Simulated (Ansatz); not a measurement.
# SnO (Romarchite): properties at the relaxed cell

One table from this session's results is given with a row withheld; the runs are named, their logs left out.

Computed with Ansatz 0.2.0 (DFT r2SCAN, scalar-relativistic, plane waves, PAW, unless a step's input says otherwise).

## The starting structure

The structure is tetragonal, space group P4/nmm (No. 129). The conventional cell has a = 3.809 Å, b = 3.809 Å, c = 4.931 Å, α = 90.00°, β = 90.00°, γ = 90.00°. Around Sn (site symmetry 4mm) lie 4 O at 2.22 Å. Around O (site symmetry -4m2) lie 4 Sn at 2.22 Å.

Structure file:

```cif
data_structure
_symmetry_space_group_name_H-M 'P4/nmm:1'
_symmetry_Int_Tables_number 129
_cell_length_a 3.8087
_cell_length_b 3.8087
_cell_length_c 4.9309
_cell_angle_alpha 90.000
_cell_angle_beta 90.000
_cell_angle_gamma 90.000
_cell_volume 71.53
loop_
_atom_site_label
_atom_site_type_symbol
_atom_site_symmetry_multiplicity
_atom_site_Wyckoff_symbol
_atom_site_fract_x
_atom_site_fract_y
_atom_site_fract_z
_atom_site_occupancy
Sn1 Sn 2 c 0.50000 0.00000 0.23258 1
O1 O 2 a 0.00000 0.00000 0.00000 1
```

This cell was relaxed beforehand with the same method: volume 17.88 Å³/atom, gap on the mesh 0.36 eV.

The first run:

input.yaml

```yaml
crystal:
  lattice:
    - [3.7702293514, 0.0, 0.0]
    - [0.0, 3.7702293514, 0.0]
    - [0.0, 0.0, 4.8810607534]
  atoms:
    - { symbol: Sn, position: [0.5, 0.0, 0.2325790935] }
    - { symbol: Sn, position: [0.0, 0.5, 0.7674209065] }
    - { symbol: O, position: [0.0, 0.0, 0.0] }
    - { symbol: O, position: [0.5, 0.5, 0.0] }
basis:
  ecutwfc: 500
kpoints:
  mp_grid: { grid: [10, 10, 8] }
hamiltonian:
  xc: r2scan
scf:
  occupations: { method: gaussian, width: 0.01 }
output:
  forces: true
  stress: true
  eigenvalues: true
relax:
  adjacent_minimum: "off"
  f_tol: 0.01
  max_steps: 30
  cell: { stress_tol: 0.1, fix: [volume] }
```

Started as:

```
ansatz run input.yaml --threads 2 --pin off --max-ram 5120MiB --backend cpu --events-out ev --progress --plain --runs-dir out
```

Steps of the session up to this table: The cell scaled to 0.97 of its volume; Point at V/V0 = 1.03; Point at V/V0 = 0.94; The cell scaled to 1.06 of its volume.

One of the session's tables, all rows but one given; the rest of the session is left out.

It belongs to the step «Fit of the equation of state». 

```
volume (Å³/atom)  energy above the lowest point (meV/atom)  pressure (GPa)  gap on the mesh (eV)
          16.809                                       6.2            1.99                  0.00
          17.346                                       1.4            0.89                  0.13
          17.882                                       0.0           -0.02                  0.36
          18.419                                         ?               ?                     ?
          18.955                                       3.4           -0.91                  0.82
```

**Question.** Estimate the row for volume (Å³/atom) = 18.419.

Worked estimate for «energy above the lowest point (meV/atom)». A straight line through the neighbours (17.882, 0.0) and (18.955, 3.4) gives 0.0 + (3.4 − 0.0) × (18.419 − 17.882) / (18.955 − 17.882) = 1.7; a parabola fitted to 3 rows on both sides gives 0.7.

**Answer.** energy above the lowest point (meV/atom): 1.0; pressure (GPa): -0.62; gap on the mesh (eV): 0.58. In «energy above the lowest point (meV/atom)» the line misses by +0.7 and the parabola by -0.3.

Caveats from the session: Layers here are held mostly by dispersion, which this level lacks, so their spacing and the stiffness across them are unreliable there.
